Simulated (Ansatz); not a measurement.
**C₃H₁₂ClGeN₃: small, medium and large basis sets**

An exercise on one series of results from a longer session: the logs are not shown, and one member is left open.

Method: one geometry, several basis sets; program: Ansatz 0.2.0, Gaussian basis.

The runs, in order: PBE0-D4/def2-SVP; ωB97M-V/def2-SVP; PBE0-D4/def2-QZVPP; ωB97M-V/def2-QZVPP; the functionals' def2-TZVPP values are taken from earlier runs.

## The relaxed structure

The geometry comes from an earlier relaxation with PBE0-D4 in a triple-zeta def2 set; it is a stationary point, not always the lowest conformer.

SMILES `C[NH][Ge]([Cl])([NH]C)[NH]C`, 20 atoms, charge 0, spin multiplicity 1.

Atoms are counted from 1 here; the program's logs count them from 0.

Bond lengths: C1–N2 1.448 Å, C1–H9 1.092 Å, C1–H10 1.098 Å, C1–H11 1.094 Å, N2–Ge3 1.810 Å, N2–H12 1.009 Å, Ge3–Cl4 2.170 Å, Ge3–N5 1.814 Å, Ge3–N7 1.816 Å, N5–C6 1.447 Å, N5–H13 1.008 Å, C6–H14 1.093 Å, C6–H15 1.098 Å, C6–H16 1.094 Å, N7–C8 1.453 Å, N7–H17 1.010 Å, C8–H18 1.091 Å, C8–H19 1.097 Å and more. Angles: N2–C1–H9 109.3°, N2–C1–H10 114.1°, N2–C1–H11 110.2°, H9–C1–H10 107.6°, H9–C1–H11 107.1°, H10–C1–H11 108.3°, C1–N2–Ge3 121.7°, C1–N2–H12 114.0°, Ge3–N2–H12 113.5°, N2–Ge3–Cl4 106.7°, N2–Ge3–N5 115.8°, N2–Ge3–N7 105.0°, Cl4–Ge3–N5 102.8°, Cl4–Ge3–N7 114.0°, N5–Ge3–N7 112.7°, Ge3–N5–C6 121.6°, Ge3–N5–H13 115.6°, C6–N5–H13 114.7° and more.

Set-up of the first run:

in.yaml reads:

```yaml
crystal:
  periodic: [false, false, false]
  atoms:
    - {symbol: C, position_ang: [2.402755, 1.122691, 0.287597]}
    - {symbol: N, position_ang: [1.483175, 0.117258, -0.203748]}
    - {symbol: Ge, position_ang: [-0.128657, -0.158896, 0.571413]}
    - {symbol: Cl, position_ang: [0.252937, -0.628534, 2.655652]}
    - {symbol: N, position_ang: [-1.212853, 1.291591, 0.679230]}
    - {symbol: C, position_ang: [-1.781414, 1.903520, -0.502100]}
    - {symbol: N, position_ang: [-0.873223, -1.522974, -0.367346]}
    - {symbol: C, position_ang: [-0.210399, -2.812974, -0.456641]}
    - {symbol: H, position_ang: [2.447298, 1.070588, 1.377450]}
    - {symbol: H, position_ang: [2.129909, 2.150517, 0.015940]}
    - {symbol: H, position_ang: [3.411836, 0.926126, -0.085256]}
    - {symbol: H, position_ang: [1.465335, 0.034543, -1.209046]}
    - {symbol: H, position_ang: [-1.794175, 1.341017, 1.500712]}
    - {symbol: H, position_ang: [-1.043190, 1.897805, -1.308524]}
    - {symbol: H, position_ang: [-2.682905, 1.404969, -0.882635]}
    - {symbol: H, position_ang: [-2.030709, 2.951086, -0.308144]}
    - {symbol: H, position_ang: [-1.867604, -1.609907, -0.214221]}
    - {symbol: H, position_ang: [0.858954, -2.660502, -0.612757]}
    - {symbol: H, position_ang: [-0.327487, -3.431736, 0.441715]}
    - {symbol: H, position_ang: [-0.591185, -3.376987, -1.313190]}
basis:
  gaussian: {orbitals: def2-SVP}
hamiltonian: {xc: pbe0, dispersion: d4}
output: {orbitals: {seedname: orbitals}}
```

On the command line:

```console
ansatz run in.yaml --threads 4 --pin off --events-out ev --progress --plain --max-ram 46080MiB --backend cpu
```

Among the steps run: PBE0-D4 in def2-SVP; ωB97M-V in def2-SVP; PBE0-D4 in def2-QZVPP; ωB97M-V in def2-QZVPP.

One of the session's tables, all rows but one given; the rest of the session is left out.

It belongs to the step «Density functionals: the series». 

```
functional       basis  HOMO (eV)  LUMO (eV)
   PBE0-D4    def2-SVP      -6.56       1.05
   PBE0-D4  def2-TZVPP          ?          ?
   PBE0-D4  def2-QZVPP      -6.79       0.15
   ωB97M-V    def2-SVP      -8.91       2.82
   ωB97M-V  def2-TZVPP      -9.11       2.00
   ωB97M-V  def2-QZVPP      -9.15       1.35
```

**Question.** Estimate the row for PBE0-D4, def2-TZVPP.

The run gave: HOMO (eV): -6.75; LUMO (eV): 0.48. In the column «HOMO (eV)» it lies between PBE0-D4, def2-QZVPP (-6.79) and PBE0-D4, def2-SVP (-6.56).
